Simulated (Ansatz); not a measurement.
# C (diamond): the cost of one run

Computed with Ansatz 0.2.0 (DFT PBE, scalar-relativistic, plane waves, PAW, unless a step's input says otherwise).

## 1. The structure to begin with

Symmetry: Fd-3m, No. 227, cubic system. The conventional cell has a = 3.567 Å, b = 3.567 Å, c = 3.567 Å, α = 90.00°, β = 90.00°, γ = 90.00°. C (site symmetry -43m) has 4 C at 1.54 Å as nearest neighbours.

Structure file:

```
CELL_PARAMETERS angstrom
3.56700 0.00000 0.00000
0.00000 3.56700 0.00000
0.00000 0.00000 3.56700
ATOMIC_POSITIONS crystal
C 0.00000 0.00000 0.00000
C 0.00000 0.50000 0.50000
C 0.50000 0.00000 0.50000
C 0.50000 0.50000 0.00000
C 0.25000 0.25000 0.25000
C 0.25000 0.75000 0.75000
C 0.75000 0.25000 0.75000
C 0.75000 0.75000 0.25000
```

## 2. Relaxing cell and atoms: C (diamond), no spin

input.yaml reads:

```yaml
crystal:
  lattice:
    - [3.567, 0.0, 0.0]
    - [0.0, 3.567, 0.0]
    - [0.0, 0.0, 3.567]
  atoms:
    - { symbol: C, position: [0.0, 0.0, 0.0] }
    - { symbol: C, position: [0.0, 0.5, 0.5] }
    - { symbol: C, position: [0.5, 0.0, 0.5] }
    - { symbol: C, position: [0.5, 0.5, 0.0] }
    - { symbol: C, position: [0.25, 0.25, 0.25] }
    - { symbol: C, position: [0.25, 0.75, 0.75] }
    - { symbol: C, position: [0.75, 0.25, 0.75] }
    - { symbol: C, position: [0.75, 0.75, 0.25] }
scf:
  occupations: { method: fixed }
output:
  forces: true
  stress: true
  eigenvalues: true
  write_density: true
  write_potential: true
  elf: true
  volumetric_format: npy
hamiltonian:
  xc: pbe
kpoints:
  mp_grid: { grid: [6, 6, 6] }
basis:
  ecutwfc: 520
relax:
  f_tol: 0.002
  max_steps: 60
  cell: { stress_tol: 0.05 }
```

The run is started by

```console
$ ansatz run input.yaml --threads 8 --pin off --max-ram 18432MiB --backend cpu --events-out ev --progress --plain --runs-dir out
```

What time and memory should one allow on 8 threads of Intel Xeon Platinum 8488C (Sapphire Rapids), shared host?

About 1.8 s, with a peak of 0.5 GiB.
